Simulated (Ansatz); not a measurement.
# Ga2HO (quartet): from Hartree-Fock to the top rungs, cc-pVDZ

Aim: climb from Hartree-Fock through coupled cluster for Ga2HO (quartet) at one geometry and basis, and see what each rung misses.

The runs use Ansatz 0.2.0, Gaussian basis; cc-pVDZ, core rule «outside noble gas», up to 29 orbitals frozen.

To be run: UHF; CCSD(T) on ROHF; CCSD(T) on UHF; BCCD(T) on ROHF; CISD; CCSDT(Q) on ROHF; CCSDT(Q) on UHF.

31 further runs of the same task are left out: 2 for a known fault of the program, 13 that didn't finish, 16 set aside as unsound or not needed.

## Step 1: What is computed

The geometry is a PBE0/def2-TZVP stationary point (not a proven minimum). No spin-orbit coupling is included. The filled d shell of Ga may be among the frozen orbitals whatever the setting's name suggests; the logs give the count.

4 atoms, charge 0, spin multiplicity 4.

Atoms are counted from 1 here; the program's logs count them from 0.

Bond lengths: Ga1–Ga2 2.467 Å, Ga2–O3 1.827 Å, Ga2–H4 1.567 Å. Angles: Ga1–Ga2–O3 115.8°, Ga1–Ga2–H4 126.3°, O3–Ga2–H4 117.9°.

## Step 2: UHF

Contents of in.yaml:

```yaml
crystal:
  periodic: [false, false, false]
  atoms:
    - {symbol: Ga, position_ang: [0.000000, -0.114355, 1.459178]}
    - {symbol: Ga, position_ang: [0.000000, 0.346183, -0.964476]}
    - {symbol: O, position_ang: [0.000000, -1.121199, -2.052561]}
    - {symbol: H, position_ang: [0.000000, 1.760793, -1.639351]}
basis:
  gaussian: {orbitals: cc-pVDZ}
magnetization: {spin_polarized: true, initial_magnetization: 3}
hamiltonian: {xc: hf}
output: {orbitals: {seedname: orbitals}}
```

Command:

```
ansatz run in.yaml --threads 1 --pin off --events-out ev --progress --plain --max-ram 2393MiB
```

Further steps of the session: CCSD(T) on ROHF; CCSD(T) on UHF; BCCD(T) on ROHF; CISD; CCSDT(Q) on ROHF; CCSDT(Q) on UHF.

Before running them: what should the planned runs give, taken together? Wanted: UCCSDT(Q) from the RHF energy; RMP2 from UCCSDT(Q); UMP2 from UCCSDT(Q); RCCSD from UCCSDT(Q); RCCSD(T) from UCCSDT(Q); UCCSD(T) from UCCSDT(Q); RCCSDT(Q) from UCCSDT(Q); T1 diagnostic.

**Answer**, as computed:

| quantity | value |
| --- | --- |
| UCCSDT(Q) from the ROHF energy | -7.5874 eV |
| RMP2 from UCCSDT(Q) | +1211.8 meV |
| UMP2 from UCCSDT(Q) | +1193.8 meV |
| RCCSD from UCCSDT(Q) | +263.0 meV |
| RCCSD(T) from UCCSDT(Q) | +72.4 meV |
| UCCSD(T) from UCCSDT(Q) | +61.4 meV |
| RCCSDT(Q) from UCCSDT(Q) | +14.2 meV |
| levels within 1 kcal/mol (43 meV) | RCCSDT, UCCSDT, RCCSDT(Q) |
| T1 diagnostic | 0.034 |

In words: RCCSD(T) lands +72.4 meV from the yardstick (1.0 % of the correlation energy). These misses are within one basis, not against nature; the frozen cores of restricted and unrestricted runs differ, which can shift their rows.
